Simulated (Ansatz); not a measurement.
# CH₅BrFGaOSi: vertical ionisation energy

Aim: the vertical ionisation energy of CH₅BrFGaOSi, as cation minus neutral at the neutral's geometry, on several levels, and how well −ε(HOMO) stands in for it.

Method: unrestricted cation, the program's frozen cores in correlated methods; program: Ansatz 0.2.0, Gaussian basis.

The runs, in order: UKS PBE-D4/def2-TZVPP; UKS r2SCAN-D4/def2-TZVPP; UKS PBE0-D4/def2-TZVPP; UKS B3LYP-D4/def2-TZVPP; UKS wB97X-V/def2-TZVPP; UKS wB97M-V/def2-TZVPP; UKS B2PLYP/def2-TZVPP; UHF-CCSD(T)/def2-TZVPP; UHF-MP2/def2-QZVPP; extrapolation to the limit; then −ε(HOMO) from the neutral's earlier runs with LDA (SPW92), PBE-D4, revPBE-D4, BLYP-D4, r2SCAN-D4, B97M-V, PBE0-D4, B3LYP-D4, r2SCANh-D4, r2SCAN0-D4, HSE06-D4, BHLYP-D4, CAM-B3LYP-D4, LC-ωPBE, ωB97X-V, ωB97M-V.

## Step 1: The geometry

An earlier PBE0-D4/def2-TZVP relaxation fixed the geometry.

SMILES `FC([SiH3])[O][GaH][Br]`, 11 atoms, charge 0, spin multiplicity 1.

Atoms are counted from 1 here; the program's logs count them from 0.

Bond lengths: F1–C2 1.510 Å, C2–Si3 1.918 Å, C2–O4 1.343 Å, C2–H7 1.099 Å, Si3–H8 1.481 Å, Si3–H9 1.484 Å, Si3–H10 1.485 Å, O4–Ga5 1.852 Å, Ga5–Br6 2.284 Å, Ga5–H11 1.546 Å. Angles: F1–C2–Si3 106.2°, F1–C2–O4 104.0°, F1–C2–H7 101.6°, Si3–C2–O4 114.8°, Si3–C2–H7 115.0°, O4–C2–H7 113.4°, C2–Si3–H8 108.1°, C2–Si3–H9 106.7°, C2–Si3–H10 109.5°, H8–Si3–H9 111.2°, H8–Si3–H10 111.4°, H9–Si3–H10 109.9°, C2–O4–Ga5 103.6°, O4–Ga5–Br6 113.3°, O4–Ga5–H11 121.2°, Br6–Ga5–H11 123.1°.

## Step 2: Cation, UKS PBE-D4/def2-TZVPP

Input file in.yaml:

```yaml
crystal:
  periodic: [false, false, false]
  atoms:
    - {symbol: F, position_ang: [-1.247043, -0.418514, 0.520402]}
    - {symbol: C, position_ang: [0.044092, -0.826394, -0.147645]}
    - {symbol: Si, position_ang: [1.452884, -0.286158, 1.036582]}
    - {symbol: O, position_ang: [0.019179, -0.181089, -1.325392]}
    - {symbol: Ga, position_ang: [-1.543781, 0.808853, -1.246195]}
    - {symbol: Br, position_ang: [-1.216280, 2.958587, -0.546342]}
    - {symbol: H, position_ang: [-0.090665, -1.912668, -0.243090]}
    - {symbol: H, position_ang: [1.375177, 1.183150, 1.202112]}
    - {symbol: H, position_ang: [2.728418, -0.686418, 0.392574]}
    - {symbol: H, position_ang: [1.301493, -0.985564, 2.337755]}
    - {symbol: H, position_ang: [-2.823475, 0.346203, -1.980762]}
basis:
  gaussian: {orbitals: def2-TZVPP}
total_charge: 1
magnetization: {spin_polarized: true, initial_magnetization: 1}
hamiltonian: {xc: pbe, dispersion: d4}
```

The run is started by

```bash
> ansatz run in.yaml --threads 2 --pin off --events-out ev --progress --plain --max-ram 22528MiB --backend cuda --devices 0, --max-vram 18GiB
```

The runs that follow: Cation, UKS r2SCAN-D4/def2-TZVPP; Cation, UKS PBE0-D4/def2-TZVPP; Cation, UKS B3LYP-D4/def2-TZVPP; Cation, UKS wB97X-V/def2-TZVPP; Cation, UKS wB97M-V/def2-TZVPP; Cation, UKS B2PLYP (frozen core)/def2-TZVPP; Cation, UHF-CCSD(T)/def2-TZVPP; Cation, UHF-MP2/def2-QZVPP.

Q: Predict the results of all the runs planned. Wanted: ionisation energy, CCSD(T)/CBS; nearest functional by difference; nearest −ε(HOMO); −ε(HOMO) of PBE; T1 of the cation.

The runs gave:

| quantity | value |
| --- | --- |
| ionisation energy, CCSD(T)/CBS | 10.04 eV |
| nearest functional by difference | ωB97X-V (-0.21 eV) |
| nearest −ε(HOMO) | ωB97M-V (-0.04 eV) |
| −ε(HOMO) of PBE | 6.24 eV |
| T1 of the cation | 0.027 |

**Reading.** Energy differences with functionals land within 0.85 eV of the reference. −ε(HOMO) of PBE misses by 3.8 eV, since self-interaction lifts the level. Among orbital estimates ωB97M-V comes nearest. Hartree-Fock falls 1.00 eV short, as the neutral has more correlation energy than the cation. The cation may have settled in a state other than its lowest; no search over hole states beyond the program's own was made. Correlated methods include outer-core shells of Br, Ga, which these sets cover unevenly. With outer-core shells in play the reference is unsure by up to some tenths of an eV, so close misses can't be ranked.
